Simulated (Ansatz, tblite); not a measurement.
**SnH2Me(SiH3) (CH8SiSn): spin-state energies by level**

Is the singlet the ground state of SnH2Me(SiH3) (CH8SiSn)? Other spin states are computed and compared level by level.

Computed with Ansatz 0.2.0, Gaussian basis. Level: as each input shows.

Levels to be run: triplet, at the geometry of the singlet (GFN1-xTB, GFN2-xTB, PBE0-D4/def2-TZVP, PBE-D4/def2-TZVP, r2SCAN-D4/def2-TZVP); the singlet's energies come from earlier runs.

4 further runs of the same task are left out: 4 set aside as unsound or not needed.

### 1 The relaxed structure

The geometry is that of the singlet, from an earlier relaxation (r2SCAN-D4/def2-SVP).

11 atoms, charge 0, spin multiplicity 1.

Bond lengths: Sn1–H2 1.720 Å, Sn1–H3 1.720 Å, Sn1–C4 2.162 Å, Sn1–Si8 2.573 Å, C4–H5 1.100 Å, C4–H6 1.099 Å, C4–H7 1.100 Å, Si8–H9 1.496 Å, Si8–H10 1.495 Å, Si8–H11 1.496 Å. Angles: H2–Sn1–H3 107.7°, H2–Sn1–C4 108.8°, H2–Sn1–Si8 109.8°, H3–Sn1–C4 108.7°, H3–Sn1–Si8 109.9°, C4–Sn1–Si8 111.8°, Sn1–C4–H5 109.6°, Sn1–C4–H6 110.3°, Sn1–C4–H7 110.2°, H5–C4–H6 108.9°, H5–C4–H7 108.9°, H6–C4–H7 109.1°, Sn1–Si8–H9 110.6°, Sn1–Si8–H10 110.6°, Sn1–Si8–H11 110.6°, H9–Si8–H10 108.4°, H9–Si8–H11 108.2°, H10–Si8–H11 108.4°.

Sn takes a core potential in the def2 sets. No spin-orbit coupling is included.

### 2 Triplet at the fixed geometry, GFN1-xTB

Tight binding, by tblite at 300 K electronic temperature and without a spin-polarisation term:

```python
tblite.interface.Calculator('GFN1-xTB', numbers, positions, charge=0, uhf=2).singlepoint()
```

Energy -287.8024 eV; 0.019 s.

### 3 Triplet at the fixed geometry, GFN2-xTB

Tight binding, by tblite at 300 K electronic temperature and without a spin-polarisation term:

```python
tblite.interface.Calculator('GFN2-xTB', numbers, positions, charge=0, uhf=2).singlepoint()
```

Energy -268.1905 eV; 0.029 s.

### 4 Triplet at the fixed geometry, PBE0-D4/def2-TZVP

Contents of in.yaml:

```yaml
crystal:
  periodic: [false, false, false]
  atoms:
    - {symbol: Sn, position_ang: [0.749422, 0.151786, 0.530838]}
    - {symbol: H, position_ang: [0.777095, 0.162881, 2.250219]}
    - {symbol: H, position_ang: [2.379248, 0.172835, -0.017206]}
    - {symbol: C, position_ang: [-0.240316, 1.945008, -0.162753]}
    - {symbol: H, position_ang: [0.283328, 2.829701, 0.228056]}
    - {symbol: H, position_ang: [-1.282300, 1.964506, 0.187572]}
    - {symbol: H, position_ang: [-0.230081, 1.982482, -1.261602]}
    - {symbol: Si, position_ang: [-0.427478, -1.976171, -0.309215]}
    - {symbol: H, position_ang: [-1.820666, -2.055310, 0.229799]}
    - {symbol: H, position_ang: [0.316180, -3.197061, 0.127504]}
    - {symbol: H, position_ang: [-0.504442, -1.980658, -1.803212]}
basis:
  gaussian: {orbitals: def2-TZVP}
magnetization: {spin_polarized: true, initial_magnetization: 2}
hamiltonian: {xc: pbe0, dispersion: d4}
scf: {omitted_lower_state_checks: [starts]}
output: {orbitals: {seedname: orbitals}}
```

Launch:

```sh
$ ansatz run in.yaml --threads 4 --pin off --events-out ev --progress --plain --max-ram 3916MiB
```

The program printed:

```text
Functional definition: PBE0
  name "PBE0"
  cite "Adamo & Barone, J. Chem. Phys. 110, 6158 (1999) doi:10.1063/1.478522"
  cite "Perdew, Burke & Ernzerhof, Phys. Rev. Lett. 77, 3865 (1996) doi:10.1103/PhysRevLett.77.3865"
  parent pbe
  parameter a = 0.25
  parameter kappa = 0.804
  parameter beta = 0.06672455060314922
  exchange = (1 - a)*pbe_x(kappa = kappa, mu = beta*pi^2/3) + a*exact_x
  correlation = pbe_c(beta = beta)
these checks for a lower state are left out or cut short: starts
1261 factors; their error is unknown
mean field evaluation 1: about -14858.2772 eV, gradient 4.0e1 eV
mean field evaluation 2: about -14838.5105 eV, gradient 6.4e1 eV
mean field evaluation 4: about -14866.1130 eV, gradient 5.1e0 eV
mean field evaluation 8: about -14866.2904 eV, gradient 2.8e-1 eV
mean field evaluation 16: about -14866.4027 eV, gradient 4.3e-2 eV
mean field evaluation 32: about -14866.4036 eV, gradient 2.4e-4 eV
mean field -14866.40364538 eV, -546.3302571574 hartree, gradient 7.2e-6 eV, S^2 2.008483; 0 other end points of the search recorded, 0 dependent functions left out
reference -14866.40369616 eV, -546.3302590235 hartree; 26, 24 occupied and 140, 142 virtual orbitals, 1261 factors
Total energy: -14866.58307618 eV, -546.3368511176 hartree
Checks for a lower state left out: starts
```

It took 35 s on 4 threads of Intel Xeon at 2.50GHz, shared host; peak memory 0.71 GiB.

HOMO -2.21 eV, LUMO -5.90 eV (over both spins; with the spin held, an empty level of the minority spin lies below the top filled one); ⟨S²⟩ 2.008 (pure: 2.00).

### 5 Triplet at the fixed geometry, PBE-D4/def2-TZVP

start.molden holds the orbitals of an earlier run on this state, given as this run's starting guess.

Edit in.yaml of step 4 so:

```diff
@@ -15,5 +15,5 @@
 basis:
-  gaussian: {orbitals: def2-TZVP}
+  gaussian: {orbitals: def2-TZVP, initial_orbitals: start.molden}
 magnetization: {spin_polarized: true, initial_magnetization: 2}
-hamiltonian: {xc: pbe0, dispersion: d4}
+hamiltonian: {xc: pbe, dispersion: d4}
 scf: {omitted_lower_state_checks: [starts]}
```

The command is unchanged.

The program printed:

```text
Functional definition: PBE
  name "PBE"
  cite "Perdew, Burke & Ernzerhof, Phys. Rev. Lett. 77, 3865 (1996) doi:10.1103/PhysRevLett.77.3865"
  parent pbe
  parameter kappa = 0.804
  parameter beta = 0.06672455060314922
  exchange = pbe_x(kappa = kappa, mu = beta*pi^2/3)
  correlation = pbe_c(beta = beta)
these checks for a lower state are left out or cut short: starts
1172 factors; their error is unknown
mean field evaluation 1: about -14865.0563 eV, gradient 6.0e0 eV
mean field evaluation 2: about -14865.1646 eV, gradient 1.5e-1 eV
mean field evaluation 4: about -14865.1428 eV, gradient 1.3e-2 eV
mean field evaluation 8: about -14865.1428 eV, gradient 1.0e-5 eV
mean field -14865.14284079 eV, -546.2839234433 hartree, gradient 9.4e-6 eV, S^2 2.005326; 0 other end points of the search recorded, 0 dependent functions left out
reference -14865.14290837 eV, -546.2839259269 hartree; 26, 24 occupied and 140, 142 virtual orbitals, 1172 factors
Total energy: -14865.35210429 eV, -546.2916137353 hartree
Checks for a lower state left out: starts
```

Wall time 18 s (4 threads of Intel Xeon at 2.50GHz, shared host).

HOMO -1.60 eV, LUMO -6.70 eV (over both spins; with the spin held, an empty level of the minority spin lies below the top filled one); ⟨S²⟩ 2.005 (pure: 2.00).

### 6 Triplet at the fixed geometry, r2SCAN-D4/def2-TZVP

Edit in.yaml of step 5 so:

```diff
@@ -17,3 +17,3 @@
 magnetization: {spin_polarized: true, initial_magnetization: 2}
-hamiltonian: {xc: pbe, dispersion: d4}
+hamiltonian: {xc: r2scan, dispersion: d4}
 scf: {omitted_lower_state_checks: [starts]}
```

Launched as before.

The program printed:

```text
Functional definition: r2SCAN
  name "r2SCAN"
  cite "Furness, Kaplan, Ning, Perdew & Sun, J. Phys. Chem. Lett. 11, 8208 (2020) doi:10.1021/acs.jpclett.0c02405"
  cite "Furness, Kaplan, Ning, Perdew & Sun, J. Phys. Chem. Lett. 11, 9248 (2020) doi:10.1021/acs.jpclett.0c03077"
  parent r2scan
  parameter k0 = 0.174
  parameter k1 = 0.065
  parameter a1 = 4.9479
  exchange = r2scan_x(k0 = k0, k1 = k1, a1 = a1)
  correlation = r2scan_c
these checks for a lower state are left out or cut short: starts
1172 factors; their error is unknown
mean field evaluation 1: about -14871.8326 eV, gradient 4.3e0 eV
mean field evaluation 2: about -14871.8762 eV, gradient 5.9e-2 eV
mean field evaluation 4: about -14871.8554 eV, gradient 1.2e-2 eV
mean field evaluation 8: about -14871.8555 eV, gradient 2.1e-5 eV
mean field -14871.85545419 eV, -546.5306074357 hartree, gradient 3.5e-6 eV, S^2 2.010457; 0 other end points of the search recorded, 0 dependent functions left out
reference -14871.85547986 eV, -546.5306083792 hartree; 26, 24 occupied and 140, 142 virtual orbitals, 1172 factors
Total energy: -14871.90664217 eV, -546.5324885595 hartree
Checks for a lower state left out: starts
```

It took 14 s on 4 threads of Intel Xeon at 2.50GHz, shared host.

HOMO -1.67 eV, LUMO -6.44 eV (over both spins; with the spin held, an empty level of the minority spin lies below the top filled one); ⟨S²⟩ 2.010 (pure: 2.00).

### 7 Triplet less singlet, vertical

The singlet's energies are those of its earlier runs, whose logs aren't repeated here.

```csv
level,"triplet less singlet, vertical (eV)",time
GFN1-xTB,+4.791,0.042 s
GFN2-xTB,+4.352,0.041 s
PBE-D4/def2-TZVP,+5.522,20 s
r2SCAN-D4/def2-TZVP,+5.629,20 s
PBE0-D4/def2-TZVP,+5.751,39 s
```

Times add the two runs; a level without a time comes out of a correlated run. Tight binding without a spin term can't rank spin states.

### 8 Results

| quantity | value |
| --- | --- |
| triplet less singlet, vertical, functionals in def2-TZVP | +5.522 (PBE-D4) to +5.751 eV (PBE0-D4) |

All functionals put the triplet above the singlet, over a spread of 0.229 eV. The checks for a lower triplet were left out, so another state of that spin may lie lower. These are electronic energies, without zero-point motion, entropy or surroundings.
